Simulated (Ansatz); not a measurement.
# TaAgO3 (Pm-3m): frozen displacement of one atom, by script

Aim: a frozen displacement of one atom, for TaAgO3 (Pm-3m), run from a script.

Program: the Python package of Ansatz 0.2.0. Level of theory: DFT r2SCAN, plane waves, PAW. These are calculated values, not measurements.

### 1 Starting point

Symmetry: Pm-3m, No. 221, cubic system. Conventional cell: a = 3.999 Å, b = 3.999 Å, c = 3.999 Å, α = 90.00°, β = 90.00°, γ = 90.00°. Ta (site symmetry m-3m) is surrounded by 6 O at 2.00 Å. Around Ag (site symmetry m-3m) lie 12 O at 2.83 Å. Around O (site symmetry 4/mmm) lie 2 Ta at 2.00 Å and 4 Ag at 2.83 Å.

No structure file is read: the coordinates are typed or built in the script.

### 2 The code

push_taago3.py

```python
"""Energy and force of TaAgO3 as one atom is pushed off its site."""

from dataclasses import dataclass
import warnings

import ansatz as az
import numpy as np


@dataclass(frozen=True)
class Options:
    functional: str = "r2SCAN"
    k_length: int = 12
    filling: str = "fixed"


opts = Options()

warnings.simplefilter("ignore", az.DeckWarning)

lattice = az.Lattice.of(
    (3.99937, 0.0, 0.0),
    (0.0, 3.99937, 0.0),
    (0.0, 0.0, 3.99937),
)
sites = [
    ("Ta", (0.0, 0.0, 0.0)),
    ("Ag", (0.5, 0.5, 0.5)),
    ("O", (0.0, 0.0, 0.5)),
    ("O", (0.0, 0.5, 0.0)),
    ("O", (0.5, 0.0, 0.0)),
]
structure = az.Crystal(lattice=lattice)
for symbol, position in sites:
    structure = structure.atom(symbol, position)

inverse = np.linalg.inv(np.array(structure.lattice.vectors))
home = np.array(structure.sites[3].position)
values = np.linspace(-0.05, 0.05, 5)
energies, pulls = [], []
for shift in values:
    moved = structure.move(3, to=home + shift * inverse[0])
    base = (
        moved.calculation()
        .functional(opts.functional)
        .kpoints(length=opts.k_length)
        .occupations(opts.filling)
        .mixing("broyden", preconditioner="local_kerker")
        .forces()
    )
    report = base.run(threads=1).report
    energies.append(report["free_energy_ev"])
    pulls.append(report["forces_ev_ang"][3][0])

# the force is minus the slope of the free energy
print("shift (A)   dE (eV)   force along x (eV/A)")
for shift, e, f in zip(values, energies, pulls):
    print(f"{shift:8.3f} {e - energies[2]:10.5f} {f:12.4f}")
print(f"stiffness from energies {2 * np.polyfit(values, energies, 2)[0]:.3f}, from forces {-np.polyfit(values, pulls, 1)[0]:.3f} eV/A^2")
```

### 3 The run

Launch:

```bash
> python push_taago3.py
```

**Question.** How stiff is this displacement, and do energies and forces agree?

The runs gave:

| quantity | value |
| --- | --- |
| runs compared | 5 |
| range of energy | 0.44 meV/atom |
| lowest point, shift of atom 4 from run 1 (Å) | 0.050 |

In words: The curvature of the energy gives 1.755 eV/Å² and the slope of the force 1.779 eV/Å², a positive curvature. What to keep in mind:
- The run is spin-unpolarised.
- Energy and stress may still move on a finer k-point mesh.
- Spin-orbit coupling, which matters for elements this heavy, is left out.
- The structure comes from a database of computed cells and needn't be a stable or known phase.
- All periodic images of the atom move with it, so the curvature is one diagonal element of the zone-centre force constants and no normal mode; a positive value doesn't exclude soft modes in which several atoms move.
